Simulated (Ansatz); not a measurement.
# BH5O2S: the cost of one run

Program: Ansatz 0.2.0. Level of theory: RKS PBE/6-31G*. These are calculated values, not measurements.

## 1. Starting point

Bond lengths: B1–O2 1.760 Å, O2–H3 1.010 Å, B1–H4 1.190 Å, B1–O5 1.410 Å, O5–H6 1.010 Å, B1–S7 2.190 Å, S7–H8 1.400 Å, O2–H9 1.122 Å, S7–H9 1.382 Å. Angles: B1–O2–H3 109.5°, B1–O2–H9 86.3°, H3–O2–H9 100.3°, O2–B1–H4 120.0°, O2–B1–O5 120.0°, O2–B1–S7 71.6°, H4–B1–O5 120.0°, H4–B1–S7 105.4°, O5–B1–S7 92.8°, B1–O5–H6 109.5°, B1–S7–H8 109.5°, B1–S7–H9 64.5°, H8–S7–H9 116.4°, O2–H9–S7 137.6°.

As a file:

```xyz
9

B     0.0000    0.0000    0.0000
O     0.0000    0.0000    1.7600
H    -0.9095   -0.2814    2.0971
H     1.0305    0.0000   -0.5950
O    -1.2211    0.0000   -0.7050
H    -1.7308   -0.8467   -0.4965
S    -0.2739    2.0601    0.6906
H    -1.5750    2.4834    0.3940
H    -0.1476    1.1101    1.6867
```

## 2. Pulling towards end A

Springs on the bonds that form and break draw the guess towards this end; the thresholds are loose.

Contents of input.yaml:

```yaml
crystal:
  periodic: [false, false, false]
  atoms:
    - { symbol: B, position_ang: [0.0, 0.0, 0.0] }
    - { symbol: O, position_ang: [0.0, 0.0, 1.76] }
    - { symbol: H, position_ang: [-0.9095, -0.2814, 2.0971] }
    - { symbol: H, position_ang: [1.0305, 0.0, -0.595] }
    - { symbol: O, position_ang: [-1.2211, 0.0, -0.705] }
    - { symbol: H, position_ang: [-1.7308, -0.8467, -0.4965] }
    - { symbol: S, position_ang: [-0.2739, 2.0601, 0.6906] }
    - { symbol: H, position_ang: [-1.575, 2.4834, 0.394] }
    - { symbol: H, position_ang: [-0.1476, 1.1101, 1.6867] }
basis:
  gaussian: { orbitals: "6-31G*" }
hamiltonian:
  xc: pbe
relax:
  f_tol: 0.15
  max_steps: 25
  restrain:
    - { distance: [0, 6], at: 3.09, k: 30.0 }
    - { distance: [8, 1], at: 2.21, k: 30.0 }
    - { distance: [0, 1], at: 1.41, k: 30.0 }
    - { distance: [8, 6], at: 1.4, k: 30.0 }
```

Command:

```
ansatz run input.yaml --threads 1 --pin off --max-ram 2048MiB --backend cpu --events-out ev --progress --plain --runs-dir out
```

What time and memory should one allow on 1 thread of Arm Neoverse V1, shared host?

About 28 s, with a peak of 0.14 GiB.
